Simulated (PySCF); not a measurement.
**[ReS3]+: singlet, from a trigonal planar start**

Where does singlet [ReS3]+ go from a trigonal planar start, is the end point a minimum, and what are its modes, charges and moments?

The runs use PySCF 2.14.0; PBE0, basis Re def2-SVP with ECP60, S def2-SVP, scalar-relativistic core potentials, no spin–orbit coupling, density fitting.

### Step 1. Starting geometry

4 atoms, charge 1, spin multiplicity 1.

Bond lengths: Re1–S2 2.087 Å, Re1–S3 2.087 Å, Re1–S4 2.087 Å. Angles: S2–Re1–S3 120.0°, S2–Re1–S4 120.0°, S3–Re1–S4 120.0°.

```xyz
4
charge 1 multiplicity 1
Re    0.0000    0.0000    0.0000
S     2.0874    0.0000    0.0000
S    -1.0437    1.8077    0.0000
S    -1.0437   -1.8077    0.0000
```

### Step 2. Relaxation: trigonal planar start, singlet

One driver script runs all steps and calls PySCF; scf.py shows how it sets up the SCF of each step. The optimiser is the driver's own. Before each start the driver seeks the lowest SCF state from one or more starting densities and follows internal instabilities, so scf.py alone need not reach the same state.

The program finds D3h symmetry in the start, which this walk keeps. The walk stops when the largest gradient is under 0.0003 Eh/bohr and the energy has settled too.

File scf.py:

```python
from pyscf import gto, scf, dft
mol = gto.M(atom='''
Re     0.000000    -0.000000     0.000000
S      2.087376     0.000021    -0.000000
S     -1.043706     1.807710    -0.000000
S     -1.043670    -1.807731     0.000000''',
    basis={'Re': 'def2-SVP', 'S': 'def2-SVP'},
    ecp={'Re': 'def2-SVP'},
    charge=1, spin=0)
mf = dft.RKS(mol, xc='PBE0')
mf.grids.atom_grid = (50, 194)
aux = {'Re': 'def2-universal-JKFIT', 'S': 'def2-universal-JKFIT'}
mf = mf.density_fit(auxbasis=aux)
mf.kernel()
```

The runs that follow: Is it a minimum? Harmonic modes; Downhill along the imaginary mode; Hessian and properties.

Q: Predict the outcome of this session. Wanted: minimum; geometry; wavenumbers; dipole moment; highest occupied, lowest empty level; polar-tensor charge of Re1; zero-point energy.

**Answer**, as computed:

| quantity | value |
| --- | --- |
| minimum | singlet, C3v |
| geometry | Re–S 2.088 Å (×3); S–Re–S 106.7° (×3) |
| wavenumbers (cm⁻¹) | 206 (a1), 212 (e), 553 (e), 580 (a1) |
| dipole moment (centre of mass) | 1.42 D |
| highest occupied, lowest empty level | -12.77, -10.59 eV |
| polar-tensor charge of Re1 | +1.11 e |
| zero-point energy | 13.9 kJ/mol |
| entropy at 298.15 K | 320.1 J/(mol K) |

What this shows: From D3h at the start the molecule goes to a C3v minimum, after a stop at a saddle point 160.7 kJ/mol higher, from which it was pushed off along an imaginary mode. In the infrared the band at 553 cm⁻¹ (e, stretch) leads. Only this shape and spin were tried, so other structures or states may lie lower. With an element this heavy the missing spin–orbit coupling can shift these numbers.
